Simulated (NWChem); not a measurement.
# AlH3S (SMILES [AlH2][SH]): M06-2X/DGauss-DZVP

Aim: the electronic atomisation energy of AlH3S at M06-2X/DGauss-DZVP, from 4 runs. 

The results are computed with NWChem 7.3.0.

2 further runs of the same task are left out: 2 that didn't finish.

### 1 The molecule

AlH3S has 5 atoms, charge 0, and is taken as a singlet. SMILES: `[AlH2][SH]`. The shape is that of a PBE0-D4/def2-TZVP optimisation.

Bond lengths: Al1–S2 2.181 Å, Al1–H3 1.579 Å, Al1–H4 1.581 Å, S2–H5 1.344 Å. Angles: Al1–S2–H5 93.7°, S2–Al1–H3 116.5°, S2–Al1–H4 118.9°, H3–Al1–H4 124.6°.

### 2 A single-point energy at M06-2X/DGauss-DZVP (run 1)

alh3s.nw reads:

```
start alh3s
memory total 2200 mb

geometry units atomic noautosym nocenter noautoz
   Al    -1.16426027    -0.12132042    -0.34336324
   S      2.13368977    -0.64836503     2.07227367
   H     -3.74487026    -1.22851095     0.66348284
   H     -0.83355819     1.31524938    -2.94116974
   H      3.70329629     0.54386318     0.47054181
end

basis "ao basis" spherical bse
   Al library DGauss-DZVP
   S library DGauss-DZVP
   H library DGauss-DZVP
end

dft
   xc m06-2x
   grid fine
   convergence energy 1e-08
   maxiter 100
   mulliken
   print low
end

task dft energy
```

Started as:

```bash
$ nwchem alh3s.nw > alh3s.out
```

Standard output:

```text
[...]
 d= 0,ls=0.0,diis     1   -642.2948032463 -7.16D+02  1.47D-02  1.24D-01     0.6
[...]
 d= 0,ls=0.0,diis     8   -642.3194357592 -1.05D-09  5.09D-07  1.16D-10     4.2
         Total DFT energy =     -642.319435759218
      One electron energy =    -1035.554774388741
           Coulomb energy =      364.729889670767
    Exchange-Corr. energy =      -45.309450722128
 Nuclear repulsion energy =       73.814899680885
[...]
      Total Density - Mulliken Population Analysis
     ---------------------------------------------
    Atom       Charge   Shell Charges
 -----------   ------   -------------------------------------------------------
    1 Al  13    12.72   2.00  2.00  0.82  0.24  5.99  1.45  0.05  0.17
    2 S   16    16.32   2.00  2.00  1.08  0.78  6.00  3.29  1.14  0.04
    3 H    1     1.05   0.54  0.51
    4 H    1     1.05   0.54  0.52
    5 H    1     0.86   0.54  0.32
[...]
```

Wall time 5.1 s (1 thread of Intel Xeon 6975P-C (Granite Rapids), shared host); peak memory 0.11 GiB.

### 3 The Al atom, same level (run 2)

geom.nw reads:

```
start geom
title "Al M06-2X"
memory 2200 mb
charge 0
geometry units angstroms noautosym nocenter noautoz
 Al    0.000000    0.000000    0.000000
end
basis spherical bse
 Al library DGauss-DZVP
end
dft
 xc m06-2x
 mult 2
 grid fine
 convergence energy 1e-08
 maxiter 100
 mulliken
 print low
end
task dft energy
```

Run the same way, it converges to -242.30816 Eh (log not shown).

Run 3 isn't shown in full; the table further down has it.

### 4 The S atom (run 4)

geom.nw reads:

```
start geom
title "S energy"
memory total 2200 mb

geometry noautosym nocenter noautoz
 S        0.000000       0.000000       0.000000
end

basis spherical bse
 * library DGauss-DZVP
end

dft
 xc m06-2x
 mult 3
 grid fine
 convergence energy 1e-08
 maxiter 100
 mulliken
 print low
end

task dft energy
```

Started as:

```bash
$ nwchem geom.nw > geom.out
```

Standard output:

```text
[...]
 d= 0,ls=0.0,diis     1   -398.0298028155 -3.98D+02  1.57D-02  2.15D-02     0.1
[...]
 d= 0,ls=0.0,diis     7   -398.0413152212 -1.27D-10  1.41D-07  9.17D-13     0.7
[...]
         Total DFT energy =     -398.041315221158
      One electron energy =     -549.314981318552
           Coulomb energy =      176.829861268996
    Exchange-Corr. energy =      -25.556195171603
 Nuclear repulsion energy =        0.000000000000
[...]
      Total Density - Mulliken Population Analysis
     ---------------------------------------------
    Atom       Charge   Shell Charges
 -----------   ------   -------------------------------------------------------
    1 S   16    16.00   2.00  2.00  1.16  0.84  5.99  2.90  1.11  0.00
     --------------------------------------------
      Spin Density - Mulliken Population Analysis
     --------------------------------------------
    Atom       Charge   Shell Charges
 -----------   ------   -------------------------------------------------------
    1 S   16     2.00   0.00  0.00  0.03 -0.04  0.01  1.54  0.45  0.00
[...]
      <S2> =      2.0038 (Exact =     2.0000)
[...]
```

It took 1.4 s on 1 thread of Intel Xeon 6975P-C (Granite Rapids), shared host; peak memory 0.1 GiB.

### 5 All runs side by side

```csv
run,level,partner,energy (Eh),wall time
1,M06-2X/DGauss-DZVP,base,-642.319436,5.1 s
2,UM06-2X/DGauss-DZVP,atoms,-242.308162,1.4 s
3,UM06-2X/DGauss-DZVP,atoms,-0.497283,0.69 s
4,UM06-2X/DGauss-DZVP,atoms,-398.041315,1.4 s
```

### 6 Summary of results

At M06-2X/DGauss-DZVP:

```
                     quantity          value
         S atom: total energy  -398.04132 Eh
                 S atom: ⟨S²⟩          2.004
electronic atomisation energy      13.010 eV
```

Taking the molecule apart into free atoms costs 13.01 eV (1255 kJ/mol), before zero-point energy and without spin-orbit coupling. All runs together took 8.6 s, the longest 5.1 s.
